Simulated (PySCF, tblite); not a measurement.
**C₃H₅F₂OSi radical: geometry, infrared bands and EPR parameters**

Aim: predict the infrared bands and EPR parameters of C₃H₅F₂OSi radical (`C=CO[SiH]C(F)F`).

Computed with tblite 0.8.0 and PySCF 2.14.0, with density-fitted response routines of our own, on a single molecule in the gas phase. Atoms count from 0, in the outputs and in this text.

## 1. The molecule as given

12 atoms, charge 0, multiplicity 2; geometry from: force field or distance geometry start.

Bonds of the start (Å): C0–C1 1.34, C1–O2 1.37, O2–Si3 1.72, Si3–C4 1.87, C4–F5 1.40, C4–F6 1.39, C0–H7 1.08, C0–H8 1.07, C1–H9 1.08, Si3–H10 1.50, C4–H11 1.09.

## 2. Geometry optimisation with GFN2-xTB

What the job is given:

```
{"job": {"kind": "relax", "xc": "GFN2-xTB", "basis": "xTB"}, "charge": 0, "multiplicity": 2}
C      2.659600    -0.160500    -0.209200
C      1.530300     0.542300    -0.356900
O      0.297800    -0.038100    -0.536300
Si    -0.701100    -0.633100     0.736300
C     -2.339400     0.263300     0.694100
F     -2.354500     1.218900    -0.332200
F     -3.327900    -0.643300     0.323100
H      3.574700     0.401900    -0.058700
H      2.701300    -1.230400    -0.230400
H      1.604600     1.620900    -0.302200
H     -1.011900    -2.050800     0.369800
H     -2.632300     0.708100     1.641400
```

Started as:

```sh
OMP_NUM_THREADS=1 python probes_run.py task.json out
```

The driver reads the jobs from task.json and runs them one after another.

**Question.** This job is followed by: GFN2-xTB harmonic vibrations, gas phase; UKS B3LYP, pcH-1 on C F H O Si, non-relativistic, mean-field spin-orbit, GIAO. Predict these results of the whole session: strongest single infrared mode (GFN2-xTB); zero-point energy (GFN2-xTB); g(iso) (B3LYP); ⟨S²⟩; largest a(iso) (averaged by class); potential on the surface of density 0.002 e/bohr³, 1st and 99th percentile.

**Answer**, as computed:

| quantity | value |
| --- | --- |
| strongest single infrared mode (GFN2-xTB) | 1191 cm⁻¹, 251 km/mol |
| zero-point energy (GFN2-xTB) | 46.8 kcal/mol |
| g(iso) (B3LYP) | 2.00223 |
| ⟨S²⟩ | 0.752 (exact 0.75) |
| largest a(iso) (averaged by class) | 29Si on Si3, -553.8 MHz |
| potential on the surface of density 0.002 e/bohr³, 1st and 99th percentile | -0.92 V and 1.29 V |

**Reading.** The optimisation took 95 steps and gained 0.647 eV; among the close pairs (by a distance rule), O2–Si3 changed most, from 1.724 to 1.630 Å. All 30 modes are real, so the xTB geometry is a minimum. The strongest single mode, at 1191 cm⁻¹, moves mainly O2 and C1. Unscaled tight-binding wavenumbers are off by several per cent, some by more. Its intensities can rank the bands wrongly. Si3 carries the largest spin population, 0.82 e. The isotropic g lies 0.1 ppt below the free-electron value.
